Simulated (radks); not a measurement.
**In²⁸⁺ in [Ar] 3d3: an all-electron calculation**

One table from this session's results is given with a row withheld; the runs are named, their logs left out.

Method: scalar-relativistic Kohn-Sham, BLYP, spin-unpolarised, spherical densities, finite nucleus. Code: radks (a radial shooting solver on a logarithmic mesh, Libxc functionals) version 1.

### Starting point

```
element            : indium (Z = 49)
charge             : +28
electrons          : 21
configuration      : [Ar] 3d3
nuclear rms radius : 4.6156 fm
```

The outer shells:

In²⁸⁺
```
[Ar] core
3d [↑ ][↑ ][↑ ][  ][  ]
```

The first run:

Settings of this run:

```text
Z 49
configuration [Ar] 3d3
relativity scalar-relativistic
functional b88,lyp
spin unpolarised
nucleus finite rms 4.6156 fm
c 137.035999084
```

One table of the session follows, with a row left open; its other results are not shown here.

It belongs to the step «Radial structure». Radial moments (bohr):

| level | <r> | outermost maximum (interpolated) | 90 % within | nodes |
| --- | --- | --- | --- | --- |
| 1s | 0.02971 | 0.0192 | 0.0534 | 0 |
| 2s | 0.1277 | 0.108 | 0.197 | 1 |
| 2p | ? | ? | ? | ? |
| 3s | 0.3248 | 0.302 | 0.473 | 2 |
| 3p | 0.3178 | 0.293 | 0.472 | 1 |
| 3d | 0.2852 | 0.237 | 0.439 | 0 |

Q: Estimate the row for 2p from the others.

The run gave: <r>: 0.1114; outermost maximum (interpolated): 0.0867; 90 % within: 0.181; nodes: 0. In the column «<r>» it lies between 1s (0.02971) and 2s (0.1277).

Limits of these values: Spin polarisation and multiplet splitting are left out.
